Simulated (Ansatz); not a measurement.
**CH4AlI: small, medium and large basis sets**

The task here is to estimate one member of a computed series from the others.

Method: one geometry, several basis sets; program: Ansatz 0.2.0, Gaussian basis.

Plan: PBE0-D4/def2-SVP; ωB97M-V/def2-SVP; PBE0-D4/def2-QZVPP; ωB97M-V/def2-QZVPP; the functionals' def2-TZVPP values are taken from earlier runs.

## The geometry

All runs share one geometry, relaxed beforehand with PBE0-D4 in a triple-zeta def2 set. I takes the def2 core potential; no spin-orbit term is included.

SMILES `[CH3][AlH][I]`, 7 atoms, charge 0, spin multiplicity 1.

Atoms are counted from 1 here; the program's logs count them from 0.

Bond lengths: C1–Al2 1.940 Å, C1–H4 1.095 Å, C1–H5 1.091 Å, C1–H6 1.095 Å, Al2–I3 2.483 Å, Al2–H7 1.580 Å. Angles: Al2–C1–H4 110.3°, Al2–C1–H5 112.7°, Al2–C1–H6 110.3°, H4–C1–H5 108.4°, H4–C1–H6 106.7°, H5–C1–H6 108.3°, C1–Al2–I3 119.5°, C1–Al2–H7 124.3°, I3–Al2–H7 116.2°.

Set-up of the first run:

in.yaml reads:

```yaml
crystal:
  periodic: [false, false, false]
  atoms:
    - {symbol: C, position_ang: [-0.777628, 0.466760, -0.320613]}
    - {symbol: Al, position_ang: [0.911292, -0.360690, 0.156427]}
    - {symbol: I, position_ang: [0.961386, -2.112639, 1.915089]}
    - {symbol: H, position_ang: [-0.727610, 1.549637, -0.165599]}
    - {symbol: H, position_ang: [-1.615880, 0.075197, 0.257835]}
    - {symbol: H, position_ang: [-0.989986, 0.311423, -1.383612]}
    - {symbol: H, position_ang: [2.299526, 0.002311, -0.505328]}
basis:
  gaussian: {orbitals: def2-SVP}
hamiltonian: {xc: pbe0, dispersion: d4}
output: {orbitals: {seedname: orbitals}}
```

Among the steps run: PBE0-D4 in def2-SVP; ωB97M-V in def2-SVP; PBE0-D4 in def2-QZVPP; ωB97M-V in def2-QZVPP.

One table of the session follows, with a row left open; its other results are not shown here.

It belongs to the step «Density functionals: the series». 

| functional | basis | HOMO (eV) | LUMO (eV) |
| --- | --- | --- | --- |
| PBE0-D4 | def2-SVP | -7.43 | -1.43 |
| PBE0-D4 | def2-TZVPP | -7.49 | -1.42 |
| PBE0-D4 | def2-QZVPP | -7.50 | -1.44 |
| ωB97M-V | def2-SVP | -9.51 | 0.26 |
| ωB97M-V | def2-TZVPP | ? | ? |
| ωB97M-V | def2-QZVPP | -9.61 | 0.08 |

Estimate the missing values for ωB97M-V, def2-TZVPP.

The run gave: HOMO (eV): -9.60; LUMO (eV): 0.20. In the column «HOMO (eV)» it lies between ωB97M-V, def2-QZVPP (-9.61) and ωB97M-V, def2-SVP (-9.51).
